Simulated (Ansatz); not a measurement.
# TiAl: the cost of one run

Program: Ansatz 0.2.0. Level of theory: DFT LDA, scalar-relativistic, plane waves, PAW. These are calculated values, not measurements.

27 further runs of the same task are left out: 27 set aside as unsound or not needed.

### 1 Starting point

It takes space group P-6m2 (No. 187, hexagonal). Conventional cell: a = 2.812 Å, b = 2.812 Å, c = 4.590 Å, α = 90.00°, β = 90.00°, γ = 120.00°. Ti (site symmetry -6m2) is surrounded by 6 Al at 2.81 Å and 6 Ti at 2.81 Å. Around Al (site symmetry -6m2) lie 6 Ti at 2.81 Å and 6 Al at 2.81 Å.

Structure file:

```
CELL_PARAMETERS angstrom
2.81201 0.00000 0.00000
-1.40600 2.43527 0.00000
0.00000 0.00000 4.59005
ATOMIC_POSITIONS crystal
Ti 0.00000 0.00000 0.00000
Al 0.33333 0.66667 0.50000
```

It goes back to an entry of the Materials Project, which need not be the stable form.

It is the result of an earlier relaxation at this level (volume 15.72 Å³/atom; gap on the mesh: none (metal)).

### 2 The scan

The energy is mapped over volume and a fixed ferromagnetic moment.

The axes are (1) volume per atom: 7 values from 13.83 to 17.60 Å³; (2) total spin moment of the cell, held fixed: 9 values from 0.000 to 1.000 μB.

Nothing else is relaxed (shape and fractional coordinates fixed). Points are written as (first, second).

### 3 The run at (14.46 Å³, 0.000 μB)

The input, input.yaml:

```yaml
crystal:
  lattice:
    - [2.7349265319, 0.0, 0.0]
    - [-1.3674632659, 2.3685158541, 0.0]
    - [0.0, 0.0, 4.4642272374]
  atoms:
    - { symbol: Ti, position: [0.0, 0.0, 0.0] }
    - { symbol: Al, position: [0.3333333333, 0.6666666667, 0.5] }
basis:
  ecutwfc: 520.0
kpoints:
  mp_grid: { grid: [21, 21, 12] }
hamiltonian:
  xc: lda
  pseudopotentials: { kind: paw, azcp: { folder: soft_1 } }
scf:
  occupations: { method: gaussian, width: 0.15 }
  lower_state_search: "off"
output:
  forces: true
  stress: true
  eigenvalues: true
```

Command:

```console
ansatz run input.yaml --threads 2 --pin off --max-ram 4096MiB --backend cpu --events-out ev --progress --plain --runs-dir out
```

Q: Estimate wall time and peak memory on 2 threads of Arm Neoverse N1, shared host.

About 14 s, with a peak of 0.46 GiB.
